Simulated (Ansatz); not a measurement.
# MnCuAs: the cost of one run

Program: Ansatz 0.2.0. Level of theory: DFT PBE+U, scalar-relativistic, plane waves, PAW. These are calculated values, not measurements.

**1. The structure to begin with**

It takes space group P4/nmm (No. 129, tetragonal). The conventional cell has a = 3.699 Å, b = 3.699 Å, c = 6.408 Å, α = 90.00°, β = 90.00°, γ = 90.00°. Mn (site symmetry 4mm) is surrounded by 5 As at 2.49 to 2.64 Å and 4 Cu at 2.84 Å. Cu (site symmetry -4m2) is surrounded by 4 As at 2.56 Å and 4 Cu at 2.62 Å and 4 Mn at 2.84 Å. As (site symmetry 4mm) is surrounded by 5 Mn at 2.49 to 2.64 Å and 4 Cu at 2.56 Å.

Coordinates:

```
Mn Cu As
1.0
     3.69949    0.00000    0.00000
     0.00000    3.69949    0.00000
     0.00000    0.00000    6.40842
Mn Cu As
2 2 2
Direct
  0.00000 0.50000 0.16402
  0.50000 0.00000 0.83598
  0.00000 0.00000 0.50000
  0.50000 0.50000 0.50000
  0.00000 0.50000 0.77625
  0.50000 0.00000 0.22375
```

The structure rests on an entry of the Materials Project (structure only); cell or positions may have been set otherwise for this series.

**2. Relaxing cell and atoms: MnCuAs, moments +−**

Contents of input.yaml:

```yaml
crystal:
  lattice:
    - [3.699491, 0.0, 0.0]
    - [0.0, 3.699491, 0.0]
    - [0.0, 0.0, 6.408422]
  atoms:
    - { symbol: Mn, position: [0.0, 0.5, 0.16402], spin: 4.0 }
    - { symbol: Mn, position: [0.5, 0.0, 0.83598], spin: -4.0 }
    - { symbol: Cu, position: [0.0, 0.0, 0.5] }
    - { symbol: Cu, position: [0.5, 0.5, 0.5] }
    - { symbol: As, position: [0.0, 0.5, 0.776246] }
    - { symbol: As, position: [0.5, 0.0, 0.223754] }
magnetization:
  spin_polarized: true
scf:
  occupations: { method: gaussian, width: 0.05 }
output:
  forces: true
  stress: true
  eigenvalues: true
  populations: true
hamiltonian:
  xc: pbe
  hubbard: { sites: [{ species: Mn, l: d, u_eff: 2.0 }] }
kpoints:
  mp_grid: { grid: [11, 11, 7] }
relax:
  f_tol: 0.01
  max_steps: 60
  cell: { stress_tol: 0.1 }
```

The run is started by

```bash
ansatz run input.yaml --threads 4 --pin off --max-ram 8192MiB --backend cpu --events-out ev --progress --plain --runs-dir out
```

What time and memory should one allow on 4 threads of Intel Xeon Platinum 8375C at 2.90GHz (Ice Lake), shared host?

About 4 min, with a peak of 1.2 GiB.
